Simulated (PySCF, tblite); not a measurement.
**HfH4O4, a small molecule taken as a stand-in for a surface group (hafnium hydroxide): NMR shifts, core binding energies and electronic excitations**

What NMR shifts, core binding energies and electronic excitations should one expect for `[OH][Hf]([OH])([OH])[OH]`?

Computed with tblite 0.8.0 and PySCF 2.14.0; each step states its level. No surroundings beyond the atoms listed, unless a continuum is named. Atoms count from 0, parts from 1.

## Step 1: The system as given

9 atoms, charge 0, multiplicity 1; geometry: distance geometry start.

## Step 2: Relaxing the cluster with GFN2-xTB

What the job is given:

```
{"job": {"kind": "relax", "xc": "GFN2-xTB", "basis": "xTB"}, "charge": 0, "multiplicity": 1}
O     -1.551107     0.623939     0.509249
Hf     0.263001    -0.079068     1.200833
O      1.722242     1.358705     0.888474
O      0.766696    -1.808295     0.111159
O      0.158515    -0.536315     3.196524
H     -2.166987     1.189055     1.085416
H      2.030645     1.994592     1.548553
H      1.502865    -2.386025     0.305421
H     -0.468952    -0.162819     3.815648
```

Level: GFN2-xTB geometry optimisation, gas phase.

Command:

```console
OMP_NUM_THREADS=1 python cluster_run.py task.json out
```

One launch serves the whole session: the jobs run in the order shown.

**Question.** The jobs that follow are: PBE0-D3(BJ)/def2-SVP geometry optimisation, gas phase; GIAO PBE0/pcSseg-1 Hf:def2-SVP NMR shielding, non-relativistic, gas phase; delta-SCF UKS SCAN, pcX-2 on the ionised atom, pcseg-1 elsewhere (x2c-SVPall past Kr), spin-free X2C; TDDFT CAM-B3LYP/def2-SVPD, vertical, gas phase, core orbitals frozen in the response. Predict: point group; rotational constants (main isotopes); ¹H shifts against TMS (PBE0/def2-SVP+pcSseg-1, means over atoms taken as alike); ¹⁷O shifts against H2O (PBE0/def2-SVP+pcSseg-1, means over atoms taken as alike); O1s binding energies, SCAN/pcX-2; lowest singlet (CAM-B3LYP/def2-SVPD); brightest single state of those computed; lowest triplet.

**Answer**, as computed:

```
                                                                        quantity                        value
                                                                     point group                           Td
                                            rotational constants (main isotopes)         2.79, 2.78, 2.78 GHz
 ¹H shifts against TMS (PBE0/def2-SVP+pcSseg-1, means over atoms taken as alike)                     2.00 ppm
¹⁷O shifts against H2O (PBE0/def2-SVP+pcSseg-1, means over atoms taken as alike)                    139.6 ppm
                                                O1s binding energies, SCAN/pcX-2                 O0 537.44 eV
                                            lowest singlet (CAM-B3LYP/def2-SVPD)  7.44 eV (167 nm), f = 0.000
                                        brightest single state of those computed  state 4, 7.89 eV, f = 0.081
                                                                  lowest triplet                      7.21 eV
```

In words: The optimisation took 12 steps and gained 1.535 eV; among the close pairs (by a distance rule), Hf1–H5 changed most, from 2.390 to 2.884 Å (PBE0/def2-SVP). At PBE0/def2-SVP+pcSseg-1: The widest tensor belongs to O0, O2, O3, O4: span 207 ppm, with a paramagnetic part of -195 ppm. The lowest singlet, at 7.44 eV, is HOMO→LUMO 0.64, HOMO−2→LUMO 0.12 and is dark; of the 6 states computed, the strongest absorption comes from states 4 to 6 together at 7.89 eV (the last computed, so partners may be missing). The lowest triplet lies 0.23 eV below the lowest singlet (triplets in Tamm-Dancoff, singlets in full TDDFT). Spin-orbit coupling, left out, mixes singlets and triplets in elements this heavy. Spin-orbit coupling is left out, which matters for shieldings and couplings at and beside the heavy atoms.
